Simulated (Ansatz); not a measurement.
# AsH− (doublet): wave-function methods side by side, aug-cc-pVDZ

One table from this session's results is given with a row withheld; the runs are named, their logs left out.

Computed with Ansatz 0.2.0, Gaussian basis. Level: aug-cc-pVDZ, core rule «outside noble gas», up to 14 orbitals frozen.

The runs, in order: UHF; CCSD(T) on ROHF; CCSD(T) on UHF; BCCD(T) on ROHF; CISD; CCSDT(Q) on ROHF; CCSDT(Q) on UHF; CASSCF and MRCISD+Q, 7 electrons in 5 orbitals; CASSCF and NEVPT2, 7 electrons in 5 orbitals.

25 further runs of the same task are left out: 14 that didn't finish, 11 set aside as unsound or not needed.

**The system**

The geometry is a PBE0/def2-TZVP stationary point (not a proven minimum) of the parent state, kept for this charge and spin. No spin-orbit coupling is included. The filled d shell of As may be among the frozen orbitals whatever the setting's name suggests; the logs give the count.

2 atoms, charge -1, spin multiplicity 2.

Atoms are counted from 1 here; the program's logs count them from 0.

Bond lengths: As1–H2 1.531 Å.

Set-up of the first run:

File in.yaml:

```yaml
crystal:
  periodic: [false, false, false]
  atoms:
    - {symbol: As, position_ang: [0.000000, 0.000000, 0.000000]}
    - {symbol: H, position_ang: [0.000000, 0.000000, 1.531400]}
basis:
  gaussian: {orbitals: aug-cc-pVDZ}
total_charge: -1
magnetization: {spin_polarized: true, initial_magnetization: 1}
hamiltonian: {xc: hf}
output: {orbitals: {seedname: orbitals}}
```

Command:

```console
ansatz run in.yaml --threads 1 --pin off --events-out ev --progress --plain --max-ram 2393MiB
```

Among the steps run: UHF; CCSD(T) on ROHF; CCSD(T) on UHF; BCCD(T) on ROHF; CISD; CCSDT(Q) on ROHF; CCSDT(Q) on UHF; CASSCF and MRCISD+Q, 7 electrons in 5 orbitals; CASSCF and NEVPT2, 7 electrons in 5 orbitals.

One of the session's tables, all rows but one given; the rest of the session is left out.

| method | from UCCSDT(Q) (meV) |
| --- | --- |
| ROHF | +3678.1 |
| UHF | +3581.5 |
| RMP2 | +693.8 |
| UMP2 | +705.5 |
| CISD | +310.4 |
| RCCSD | +143.7 |
| UCCSD | +139.0 |
| RCCSD(T) | +29.0 |
| UCCSD(T) | +27.2 |
| BCCD(T) | +29.4 |
| RCCSDT | +8.5 |
| UCCSDT | +6.3 |
| RCCSDT(Q) | ? |
| UCCSDT(Q) | 0 |
| CASSCF valence | +3207.3 |
| NEVPT2 valence | +892.8 |
| MRCISD valence | +249.5 |
| MRCISD+Q valence | +14.7 |

Estimate the missing values for RCCSDT(Q).

The run gave: from UCCSDT(Q) (meV): +2.3. In the column «from UCCSDT(Q) (meV)» it lies between UCCSDT(Q) (0) and UCCSDT (+6.3).

Caveats from the session: Restricted and unrestricted rows rest on different reference determinants; where their highest levels disagree by more than a few hundredths of an eV, they describe different states and don't form one ladder.
